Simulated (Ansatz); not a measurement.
# BrHInS radical: a ladder of functionals and wavefunction methods

Aim: compute BrHInS radical with functionals from several rungs and with coupled cluster, and see how far each lands from CCSD(T) at the basis-set limit for the atomisation energy.

Method: functionals in def2-TZVPP, the program's frozen cores in correlated methods; program: Ansatz 0.2.0, Gaussian basis.

The runs, in order: LDA (SPW92), PBE-D4, revPBE-D4, BLYP-D4, r2SCAN-D4, B97M-V, PBE0-D4, B3LYP-D4, r2SCANh-D4, r2SCAN0-D4, HSE06-D4, BHLYP-D4, CAM-B3LYP-D4, LC-ωPBE, ωB97X-V, ωB97M-V, B2PLYP, PBE-QIDH; CCSD(T)/def2-SVP; CCSD(T)/def2-TZVPP; MP2/def2-QZVPP; extrapolation to the limit; RPA on PBE.

**1. The relaxed structure**

An earlier PBE0-D4 in a triple-zeta def2 set relaxation fixed the geometry. In takes the def2 core potential; no spin-orbit term is included.

SMILES `[SH][In][Br]`, 4 atoms, charge 0, spin multiplicity 2.

Atoms are counted from 1 here; the program's logs count them from 0.

Bond lengths: S1–In2 2.430 Å, S1–H4 1.344 Å, In2–Br3 2.505 Å. Angles: In2–S1–H4 92.9°, S1–In2–Br3 116.5°.

**2. LDA**

This LDA is Slater exchange with PW92 correlation.

Input file in.yaml:

```yaml
crystal:
  periodic: [false, false, false]
  atoms:
    - {symbol: S, position_ang: [-1.137354, -0.834485, 0.480629]}
    - {symbol: In, position_ang: [0.480249, 0.729583, -0.437097]}
    - {symbol: Br, position_ang: [2.897190, 0.144640, -0.132771]}
    - {symbol: H, position_ang: [-2.184485, -0.100037, 0.068940]}
basis:
  gaussian: {orbitals: def2-TZVPP}
magnetization: {spin_polarized: true, initial_magnetization: 1}
hamiltonian: {xc: lda}
output: {orbitals: {seedname: orbitals}}
```

Run with:

```
> ansatz run in.yaml --threads 4 --pin off --events-out ev --progress --plain --max-ram 10444MiB
```

Further steps of the session: PBE-D4 (GGA); revPBE-D4 (GGA); BLYP-D4 (GGA); r2SCAN-D4 (meta-GGA); B97M-V (meta-GGA); PBE0-D4 (hybrid); B3LYP-D4 (hybrid); r2SCANh-D4 (hybrid); r2SCAN0-D4 (hybrid); HSE06-D4 (hybrid); BHLYP-D4 (hybrid); CAM-B3LYP-D4 (range-separated); LC-ωPBE (range-separated); ωB97X-V (range-separated); ωB97M-V (range-separated); B2PLYP (double hybrid); PBE-QIDH (double hybrid); CCSD(T) in def2-SVP; CCSD(T) in def2-TZVPP; MP2 in def2-QZVPP; RPA on PBE orbitals.

Q: Predict the results of all the runs planned. Wanted: atomisation energy, CCSD(T)/CBS; farthest beyond LDA; mean size of error, GGA; mean size of error, meta-GGA; mean size of error, hybrid; mean size of error, range-separated; mean size of error, double hybrid; gap, smallest and largest; T1 diagnostic.

As calculated:

```
                               quantity                                                                value
        atomisation energy, CCSD(T)/CBS                                                         899.4 kJ/mol
  functionals within 9.0 kJ/mol (1.0 %)  B97M-V, PBE0-D4, r2SCANh-D4, r2SCAN0-D4, HSE06-D4, ωB97X-V, ωB97M-V
                    farthest beyond LDA                                              BHLYP-D4 (-45.0 kJ/mol)
                mean size of error, GGA                                                          19.1 kJ/mol
           mean size of error, meta-GGA                                                          12.2 kJ/mol
             mean size of error, hybrid                                                          14.4 kJ/mol
    mean size of error, range-separated                                                          17.4 kJ/mol
      mean size of error, double hybrid                                                          23.3 kJ/mol
              gap, smallest and largest                             0.56 eV (LDA (SPW92)), 7.03 eV (LC-ωPBE)
                          T1 diagnostic                                                               0.0160
triples share of the correlation energy                                                                3.6 %
```

What this shows: LDA overbinds by 150.0 kJ/mol (17 %). PBE-D4 misses by +14.3 kJ/mol. Double hybrids carry the basis error of their MP2 part in triple zeta, and no dispersion term here, so their miss is partly the set-up's. By mean error the best rung here is meta-GGA (12.2 kJ/mol) and the worst beyond LDA is double hybrid (23.3 kJ/mol). GGA functionals lie within the reference's doubt of that worst mean (19.1 kJ/mol), so those two tie. The gap between the best rungs is small, so their order is not settled. The reference freezes the cores and leaves out spin-orbit coupling and excitations past (T), and its outer-core shells are covered unevenly, so misses under about 9.0 kJ/mol can't be ranked. All levels share the lack of spin-orbit coupling, which lowers the free heavy atoms and so the true binding. Hartree-Fock recovers 69 % of the binding; the rest is correlation. CCSD(T) in def2-SVP is off by -98.3 kJ/mol, worse than the median functional, from the basis alone. The gap grows from 0.6 to 7.0 eV across the functionals, mostly with the share of exact exchange. Correlated methods include outer-core shells of Br, In, which these sets cover unevenly.
